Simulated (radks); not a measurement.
# Ni³⁺ in [Ne] 3s2 3p4 3d7 4p2: an all-electron calculation

An exercise on one series of results from a longer session: the logs are not shown, and one member is left open.

Program: radks (a radial shooting solver on a logarithmic mesh, Libxc functionals) version 1. Level of theory: non-relativistic Kohn-Sham, B86b exchange with PBE correlation, spin-polarised, spherical densities, point nucleus; open shells are filled with parallel spins first. These are calculated values, not measurements, unless marked.

## The atom as given

| Item | Value |
| --- | --- |
| element | nickel (Z = 28) |
| charge | +3 |
| electrons | 25 |
| configuration | [Ne] 3s2 3p4 3d7 4p2 |

The outer shells:

Ni³⁺
```
[Ne] core
3s [↑↓]
3p [↑↓][↑ ][↑ ]
3d [↑↓][↑↓][↑ ][↑ ][↑ ]
4p [↑ ][↑ ][  ]
```

Set-up of the first run:

The run's settings:

```text
Z 28
configuration [Ne] 3s2 3p4 3d7 4p2
relativity non-relativistic
functional b86_mgc,pbe
spin polarised
nucleus point
```

Among the steps run: Self-consistent calculation.

One of the session's tables, all rows but one given; the rest of the session is left out.

It belongs to the step «Orbitals and density». Sizes of the orbitals, from the radial functions (bohr):

| level | <r> | outermost maximum (interpolated) | 90 % within | nodes |
| --- | --- | --- | --- | --- |
| 1s up | 0.05482 | 0.0361 | 0.0976 | 0 |
| 1s down | 0.05482 | 0.0361 | 0.0976 | 0 |
| 2s up | 0.2482 | 0.207 | 0.384 | 1 |
| 2s down | 0.2478 | 0.207 | 0.383 | 1 |
| 2p up | 0.2165 | 0.166 | 0.354 | 0 |
| 2p down | 0.2161 | 0.166 | 0.353 | 0 |
| 3s up | 0.7274 | 0.640 | 1.08 | 2 |
| 3s down | 0.7328 | 0.642 | 1.09 | 2 |
| 3p up | 0.7462 | 0.639 | 1.14 | 1 |
| 3p down | ? | ? | ? | ? |
| 3d up | 0.7976 | 0.593 | 1.31 | 0 |
| 3d down | 0.8167 | 0.598 | 1.35 | 0 |
| 4p up | 2.184 | 1.96 | 3.18 | 2 |
| 4p down | 2.222 | 1.98 | 3.25 | 2 |

**Question.** Estimate the row for 3p down.

**Answer.** <r>: 0.7539; outermost maximum (interpolated): 0.642; 90 % within: 1.15; nodes: 1. In the column «<r>» it lies between 3p up (0.7462) and 3d up (0.7976).
